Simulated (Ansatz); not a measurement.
# CH₇SbSi: one species, many functionals

The task here is to estimate one member of a computed series from the others.

Computed with Ansatz 0.2.0, Gaussian basis. Level: functionals in def2-TZVPP.

The runs, in order: LDA (SPW92), PBE-D4, revPBE-D4, BLYP-D4, r2SCAN-D4, B97M-V, PBE0-D4, B3LYP-D4, r2SCANh-D4, r2SCAN0-D4, HSE06-D4.

## The geometry

An earlier PBE0-D4 in a triple-zeta def2 set relaxation fixed the geometry. Sb takes the def2 core potential; no spin-orbit term is included.

SMILES `[CH3][SbH][SiH3]`, 10 atoms, charge 0, spin multiplicity 1.

Atoms are counted from 1 here; the program's logs count them from 0.

Bond lengths: C1–Sb2 2.169 Å, C1–H4 1.088 Å, C1–H5 1.090 Å, C1–H6 1.090 Å, Sb2–Si3 2.571 Å, Sb2–H7 1.712 Å, Si3–H8 1.487 Å, Si3–H9 1.489 Å, Si3–H10 1.489 Å. Angles: Sb2–C1–H4 111.2°, Sb2–C1–H5 108.5°, Sb2–C1–H6 108.6°, H4–C1–H5 109.7°, H4–C1–H6 109.8°, H5–C1–H6 109.0°, C1–Sb2–Si3 93.8°, C1–Sb2–H7 94.3°, Si3–Sb2–H7 90.6°, Sb2–Si3–H8 110.3°, Sb2–Si3–H9 109.1°, Sb2–Si3–H10 111.8°, H8–Si3–H9 108.4°, H8–Si3–H10 109.0°, H9–Si3–H10 108.3°.

Set-up of the first run:

File in.yaml:

```yaml
crystal:
  periodic: [false, false, false]
  atoms:
    - {symbol: C, position_ang: [-0.973403, 1.240859, -0.736081]}
    - {symbol: Sb, position_ang: [-0.667203, -0.893588, -0.971156]}
    - {symbol: Si, position_ang: [0.816725, -1.083587, 1.119352]}
    - {symbol: H, position_ang: [-0.036479, 1.751024, -0.521531]}
    - {symbol: H, position_ang: [-1.675717, 1.401781, 0.081707]}
    - {symbol: H, position_ang: [-1.405132, 1.633057, -1.656398]}
    - {symbol: H, position_ang: [0.718025, -0.717347, -1.961558]}
    - {symbol: H, position_ang: [1.537969, -2.384488, 1.122521]}
    - {symbol: H, position_ang: [-0.042658, -1.020660, 2.333198]}
    - {symbol: H, position_ang: [1.810973, 0.021750, 1.192945]}
basis:
  gaussian: {orbitals: def2-TZVPP}
hamiltonian: {xc: lda}
output: {orbitals: {seedname: orbitals}}
```

Run with:

```bash
ansatz run in.yaml --threads 2 --pin off --events-out ev --progress --plain --max-ram 20480MiB --backend cpu
```

Among the steps run: LDA; PBE-D4 (GGA); revPBE-D4 (GGA); BLYP-D4 (GGA); r2SCAN-D4 (meta-GGA); B97M-V (meta-GGA); B3LYP-D4 (hybrid); r2SCANh-D4 (hybrid); r2SCAN0-D4 (hybrid); HSE06-D4 (hybrid).

One table of the session follows, with a row left open; its other results are not shown here.

It belongs to the step «Frontier levels by functional». 

| functional | HOMO (eV) | LUMO (eV) | gap (eV) |
| --- | --- | --- | --- |
| LDA (SPW92) | -6.05 | -1.36 | 4.69 |
| PBE-D4 | -5.92 | -1.20 | 4.72 |
| revPBE-D4 | -5.87 | -1.12 | 4.75 |
| BLYP-D4 | -5.78 | -1.10 | 4.67 |
| r2SCAN-D4 | -6.13 | -0.93 | 5.20 |
| B97M-V | -6.13 | -1.13 | 5.00 |
| PBE0-D4 | -6.87 | -0.46 | 6.41 |
| B3LYP-D4 | -6.69 | -0.68 | 6.02 |
| r2SCANh-D4 | ? | ? | ? |
| r2SCAN0-D4 | -7.01 | -0.29 | 6.72 |
| HSE06-D4 | -6.48 | -0.82 | 5.66 |

**Question.** Estimate the row for r2SCANh-D4.

Worked estimate for «HOMO (eV)». Against the share of exact exchange, r2SCAN-D4 (0, -6.13), r2SCAN0-D4 (0.25, -7.01) give a slope of -3.52 per unit share; at 0.1 the line stands at -6.48.

**Answer.** HOMO (eV): -6.48; LUMO (eV): -0.67; gap (eV): 5.81. In «HOMO (eV)» the line misses by 0.00.
